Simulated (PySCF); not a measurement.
**[Pr(NH3)3]3+: other functionals and bases at one geometry**

One table from this session's results is given with a row withheld; the runs are named, their logs left out.

Program: PySCF 2.14.0. Level of theory: several levels, as the steps say, no spin–orbit coupling. These are calculated values, not measurements.

1 further run of the same task is left out (for a known fault of the program).

## Where the work starts

13 atoms, charge 3, spin multiplicity 1.

Bond lengths: Pr1–N2 2.511 Å, Pr1–N6 2.511 Å, Pr1–N10 2.511 Å, N2–H3 1.036 Å, N2–H4 1.037 Å, N2–H5 1.036 Å, N6–H7 1.036 Å, N6–H8 1.037 Å, N6–H9 1.036 Å, N10–H11 1.036 Å, N10–H12 1.037 Å, N10–H13 1.036 Å. Angles: N2–Pr1–N6 111.4°, N2–Pr1–N10 111.4°, N6–Pr1–N10 111.4°, Pr1–N2–H3 116.3°, Pr1–N2–H4 114.8°, Pr1–N2–H5 115.8°, H3–N2–H4 102.6°, H3–N2–H5 102.7°, H4–N2–H5 102.6°, Pr1–N6–H7 116.3°, Pr1–N6–H8 114.8°, Pr1–N6–H9 115.8°, H7–N6–H8 102.6°, H7–N6–H9 102.7°, H8–N6–H9 102.6°, Pr1–N10–H11 116.3°, Pr1–N10–H12 114.8°, Pr1–N10–H13 115.8° and more.

Geometry (Å):

```xyz
13
charge 3, multiplicity 1
Pr    0.0000    0.0000   -0.7490
N     2.3958   -0.0013    0.0038
H     2.6360   -0.6543    0.7711
H     3.0823   -0.2534   -0.7309
H     2.7597    0.9039    0.3518
N    -1.1968    2.0755    0.0038
H    -0.7513    2.6100    0.7711
H    -1.3217    2.7961   -0.7309
H    -2.1626    1.9380    0.3518
N    -1.1990   -2.0742    0.0038
H    -1.8847   -1.9557    0.7711
H    -1.7606   -2.5426   -0.7309
H    -0.5971   -2.8419    0.3518
```

Formal oxidation states: Pr +3. Each metal's 2 4f electrons lie in its core potential, so multiplicities, spins and levels count the valence alone. An earlier session relaxed this geometry at PBE0, Pr lcecp-1-SVP with ECP48, N def2-SVP, H def2-SVP (singlet, point group C3).

At PBE0 on the finer grid: E = -201.219680 Eh, HOMO -24.09 eV, LUMO -16.15 eV, Mulliken charge on Pr1 +1.90 e, largest force component 0.005 eV/Å. 

Levels to run: HF; B3LYP; PBE0, TZVP. Hardware: 2 threads of Arm Neoverse V2, shared host.

Set-up of the first run:

run.py (the lines that set the calculation) reads:

```python
mol = gto.M(atom='''
Pr     0.00000     0.00000    -0.74899
N      2.39584    -0.00126     0.00382
H      2.63602    -0.65434     0.77109
H      3.08230    -0.25343    -0.73091
H      2.75969     0.90387     0.35185
N     -1.19683     2.07549     0.00382
H     -0.75134     2.61003     0.77109
H     -1.32167     2.79607    -0.73091
H     -2.16261     1.93803     0.35185
N     -1.19901    -2.07423     0.00382
H     -1.88468    -1.95569     0.77109
H     -1.76063    -2.54264    -0.73091
H     -0.59707    -2.84189     0.35185''',
    basis={'Pr': 'lcecp-1-SVP', 'N': 'def2-SVP', 'H': 'def2-SVP'},
    ecp={'Pr': 'lcecp-1-SVP'},
    charge=3, spin=0)
mf = scf.RHF(mol)
mf = mf.density_fit()  # fitting sets: Pr AutoAux, N def2-universal-JKFIT, H def2-universal-JKFIT
mf.conv_tol = 1e-08; mf.max_cycle = 55
mf.kernel(dm0)  # dm0: the density of the relaxed state
```

Started as:

```bash
> OMP_NUM_THREADS=2 python run.py
```

Steps of the session up to this table: HF; B3LYP; PBE0, TZVP.

One table of the session follows, with a row left open; its other results are not shown here.

```
              level  HOMO (eV)  gap (eV)  charge on Pr1 (e)  dipole (D)  largest force component (eV/Å)
PBE0 (relaxed here)     -24.09      7.94               1.90        2.14                            0.01
                 HF     -27.80     14.86               2.19        1.67                            1.08
              B3LYP     -23.79      7.30               1.86        2.14                            0.15
         PBE0, TZVP          ?         ?                  ?           ?                               ?
```

Estimate the missing values for PBE0, TZVP.

The run gave: HOMO (eV): -24.00; gap (eV): 7.96; charge on Pr1 (e): 2.13; dipole (D): 2.16; largest force component (eV/Å): 0.37. In the column «HOMO (eV)» it lies between PBE0 (relaxed here) (-24.09) and B3LYP (-23.79).

The dipole of a charged species depends on the origin, so these sizes hold for this origin alone.

In one basis the HOMO–LUMO gap runs from 7.30 eV (B3LYP) to 14.86 eV (HF). The largest leftover force, 1.08 eV/Å with HF, stands at a geometry relaxed at another level. With 4f in the core, its levels are missing from HOMO and gap, and its count is fixed, so no charge can pass from the ligands into it. Total energies of different levels can't be compared.
